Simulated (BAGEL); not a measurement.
# CH6AlNSi (SMILES [AlH2]/[N]=C\[SiH3]) at HF/STO-3G (density fitting with qzvpp-jkfit)

Aim: the vertical ionisation energy of CH6AlNSi at HF/STO-3G (density fitting with qzvpp-jkfit), from 2 runs. 

The calculation is run with BAGEL 1.2.2.

2 further runs of the same task are left out: 2 set aside as unsound or not needed.

## 1. The system as given

CH6AlNSi: 10 atoms, total charge 0, spin state singlet. As SMILES, `[AlH2]/[N]=C\[SiH3]`. Geometry: relaxed at PBE0-D4/def2-TZVP.

Bond lengths: Al1–N2 1.750 Å, N2–C3 1.249 Å, C3–Si4 1.903 Å, Al1–H5 1.579 Å, Al1–H6 1.579 Å, C3–H7 1.107 Å, Si4–H8 1.488 Å, Si4–H9 1.488 Å, Si4–H10 1.483 Å. Some angles: Al1–N2–C3 176.9°, N2–C3–Si4 123.0°, N2–Al1–H5 116.9°, N2–Al1–H6 116.9°, N2–C3–H7 119.8°, Si4–C3–H7 117.2°, C3–Si4–H8 109.4°, C3–Si4–H9 109.4°, C3–Si4–H10 108.7°, H5–Al1–H6 126.1°.

## 2. The energy at HF/STO-3G (density fitting with qzvpp-jkfit)

Input file job.json:

```json
{ "bagel" : [

{
  "title" : "molecule",
  "basis" : "sto-3g",
  "df_basis" : "qzvpp-jkfit",
  "angstrom" : "true",
  "geometry" : [
    { "atom" : "Al", "xyz" : [      -0.801100,       2.183500,      -0.771800 ] },
    { "atom" : "N", "xyz" : [      -0.589900,       0.458600,      -0.561600 ] },
    { "atom" : "C", "xyz" : [      -0.390900,      -0.758900,      -0.367900 ] },
    { "atom" : "Si", "xyz" : [       0.911600,      -1.414700,       0.854900 ] },
    { "atom" : "H", "xyz" : [       0.069200,       2.879500,      -1.890800 ] },
    { "atom" : "H", "xyz" : [      -1.855500,       2.894700,       0.164500 ] },
    { "atom" : "H", "xyz" : [      -0.988000,      -1.509200,      -0.921900 ] },
    { "atom" : "H", "xyz" : [       0.242900,      -2.252900,       1.887000 ] },
    { "atom" : "H", "xyz" : [       1.886500,      -2.271500,       0.126600 ] },
    { "atom" : "H", "xyz" : [       1.598200,      -0.260400,       1.483900 ] }
  ]
},

{ "title" : "hf" },

{ "title" : "print", "file" : "orbitals.molden", "orbitals" : "true" }

]}
```

Launch:

```bash
$ BAGEL_NUM_THREADS=1 BAGEL job.json > job.out
```

Output:

```text
* using 1 threads per process

  ===============================================================
  ===============================================================

  *** Geometry ***

  { "atom" : "Al", "xyz" : [     -1.513860,      4.126217,     -1.458491 ] },
  { "atom" : "N", "xyz" : [     -1.114749,      0.866628,     -1.061270 ] },
  { "atom" : "C", "xyz" : [     -0.738694,     -1.434113,     -0.695230 ] },
  { "atom" : "Si", "xyz" : [      1.722674,     -2.673396,      1.615527 ] },
  { "atom" : "H", "xyz" : [      0.130769,      5.441466,     -3.573094 ] },
  { "atom" : "H", "xyz" : [     -3.506387,      5.470190,      0.310860 ] },
  { "atom" : "H", "xyz" : [     -1.867049,     -2.851975,     -1.742139 ] },
  { "atom" : "H", "xyz" : [      0.459014,     -4.257364,      3.565913 ] },
  { "atom" : "H", "xyz" : [      3.564968,     -4.292513,      0.239239 ] },
  { "atom" : "H", "xyz" : [      3.020160,     -0.492085,      2.804165 ] },

  Number of auxiliary basis functions:      516

  Since a DF basis is specified, we compute 2- and 3-index integrals:
    o Being stored without compression. Storage requirement is 0.005 GB

  Number of basis functions:       34
  Number of electrons      :       46

    * METHOD: MOLECULE                             0.17

  *** RHF ***

  === Nuclear Repulsion ===
   176.5494660051

      * DIIS with orbital gradients will be used.

  === RHF iteration (sto-3g) ===
      0       -619.13252929          0.01565499           0.03
      1       -619.19833943          0.00960931           0.02
      2       -619.22493377          0.00150255           0.02
      3       -619.22640585          0.00042105           0.02
      4       -619.22655022          0.00015107           0.02
      5       -619.22657134          0.00002098           0.02
      6       -619.22657169          0.00000368           0.02
      7       -619.22657170          0.00000097           0.02
      8       -619.22657170          0.00000047           0.02
      9       -619.22657170          0.00000012           0.02
     10       -619.22657170          0.00000002           0.02
     11       -619.22657170          0.00000001           0.02
    * SCF iteration converged.

    * Permanent dipole moment:
           (    0.008295,    -0.261044,     0.009841) a.u.

    * METHOD: HF                                   0.38

    * METHOD: PRINT                                0.00

  ===============================================================
```

It took 0.7 s on 1 thread of Arm Neoverse V2, shared host.

## 3. The doublet cation, same level

Input file calc.json:

```json
{ "bagel" : [

{
  "title" : "molecule",
  "basis" : "sto-3g",
  "df_basis" : "qzvpp-jkfit",
  "angstrom" : true,
  "geometry" : [
    { "atom" : "Al", "xyz" : [      -0.801100,       2.183500,      -0.771800 ] },
    { "atom" : "N", "xyz" : [      -0.589900,       0.458600,      -0.561600 ] },
    { "atom" : "C", "xyz" : [      -0.390900,      -0.758900,      -0.367900 ] },
    { "atom" : "Si", "xyz" : [       0.911600,      -1.414700,       0.854900 ] },
    { "atom" : "H", "xyz" : [       0.069200,       2.879500,      -1.890800 ] },
    { "atom" : "H", "xyz" : [      -1.855500,       2.894700,       0.164500 ] },
    { "atom" : "H", "xyz" : [      -0.988000,      -1.509200,      -0.921900 ] },
    { "atom" : "H", "xyz" : [       0.242900,      -2.252900,       1.887000 ] },
    { "atom" : "H", "xyz" : [       1.886500,      -2.271500,       0.126600 ] },
    { "atom" : "H", "xyz" : [       1.598200,      -0.260400,       1.483900 ] }
  ]
},

{
  "title" : "uhf",
  "charge" : 1,
  "nopen" : 1
},

{
  "title" : "print",
  "file" : "orbitals.molden",
  "orbitals" : true
}

]}
```

Launch:

```bash
$ BAGEL_NUM_THREADS=1 BAGEL calc.json > calc.out
```

Output:

```text
* using 1 threads per process

  ===============================================================
  ===============================================================

  *** Geometry ***

  { "atom" : "Al", "xyz" : [     -1.513860,      4.126217,     -1.458491 ] },
  { "atom" : "N", "xyz" : [     -1.114749,      0.866628,     -1.061270 ] },
  { "atom" : "C", "xyz" : [     -0.738694,     -1.434113,     -0.695230 ] },
  { "atom" : "Si", "xyz" : [      1.722674,     -2.673396,      1.615527 ] },
  { "atom" : "H", "xyz" : [      0.130769,      5.441466,     -3.573094 ] },
  { "atom" : "H", "xyz" : [     -3.506387,      5.470190,      0.310860 ] },
  { "atom" : "H", "xyz" : [     -1.867049,     -2.851975,     -1.742139 ] },
  { "atom" : "H", "xyz" : [      0.459014,     -4.257364,      3.565913 ] },
  { "atom" : "H", "xyz" : [      3.564968,     -4.292513,      0.239239 ] },
  { "atom" : "H", "xyz" : [      3.020160,     -0.492085,      2.804165 ] },

  Number of auxiliary basis functions:      516

  Since a DF basis is specified, we compute 2- and 3-index integrals:
    o Being stored without compression. Storage requirement is 0.005 GB

  Number of basis functions:       34
  Number of electrons      :       46

    * METHOD: MOLECULE                             0.18

  *** Open-shell HF ***

  === Nuclear Repulsion ===
   176.5494660051

      * DIIS with orbital gradients will be used.

  === UHF iteration (sto-3g) ===
      0       -618.98065915          0.02824670           0.05
      1       -619.06544419          0.01491169           0.05
      2       -619.08046947          0.00927768           0.05
      3       -619.08810857          0.00241521           0.05
      4       -619.09121773          0.00071695           0.05
      5       -619.09241853          0.00014921           0.05
      6       -619.09309726          0.00008629           0.05
      7       -619.09340216          0.00008894           0.05
      8       -619.09350872          0.00008405           0.05
      9       -619.09354561          0.00008432           0.05
     10       -619.09515632          0.00013988           0.05
     11       -619.09498432          0.00011714           0.05
     12       -619.09521842          0.00015683           0.05
     13       -619.09607249          0.00029228           0.05
     14       -619.09613284          0.00032395           0.05
     15       -619.09494398          0.00005828           0.05
     16       -619.09507933          0.00005702           0.05
     17       -619.09403220          0.00036830           0.05
     18       -619.09554040          0.00028461           0.05
     19       -619.09613473          0.00003575           0.05
     20       -619.09594058          0.00008767           0.05
     21       -619.09614496          0.00001142           0.05
     22       -619.09614634          0.00000312           0.05
     23       -619.09614639          0.00000175           0.05
     24       -619.09614639          0.00000080           0.05
     25       -619.09614639          0.00000021           0.05
     26       -619.09614639          0.00000008           0.05
     27       -619.09614639          0.00000002           0.05
     28       -619.09614639          0.00000001           0.05
    * SCF iteration converged.

    * S^2 (UHF) is 0.9697

    * Permanent dipole moment:
           (    0.516348,    -0.124290,     0.483829) a.u.

    * METHOD: UHF                                  1.55

    * METHOD: PRINT                                0.00

  ===============================================================
```

It took 1.9 s on 1 thread of Arm Neoverse V2, shared host.

## 4. What came out

At HF/STO-3G (density fitting with qzvpp-jkfit):

| quantity | value |
| --- | --- |
| singlet CH6AlNSi: total energy | -619.22657 Eh |
| singlet CH6AlNSi: dipole moment | 0.66 D |
| singlet CH6AlNSi: HOMO energy | -5.92 eV |
| singlet CH6AlNSi: LUMO energy | 8.93 eV |
| singlet CH6AlNSi: HOMO–LUMO gap | 14.86 eV |
| doublet cation: total energy | -619.09615 Eh |
| doublet cation: ⟨S²⟩ | 0.970 |
| vertical ionisation energy (to the doublet cation) | 3.549 eV |

**Reading.** Removing an electron at fixed nuclei costs 3.55 eV (82 kcal/mol). The negative HOMO energy of the first species, 5.92 eV, lies 2.38 eV above that difference. In a minimal basis such a difference can be off by several eV, whatever the method. ⟨S²⟩ (doublet cation) is 0.97 where a pure doublet has 0.75: the reference is spin-contaminated.
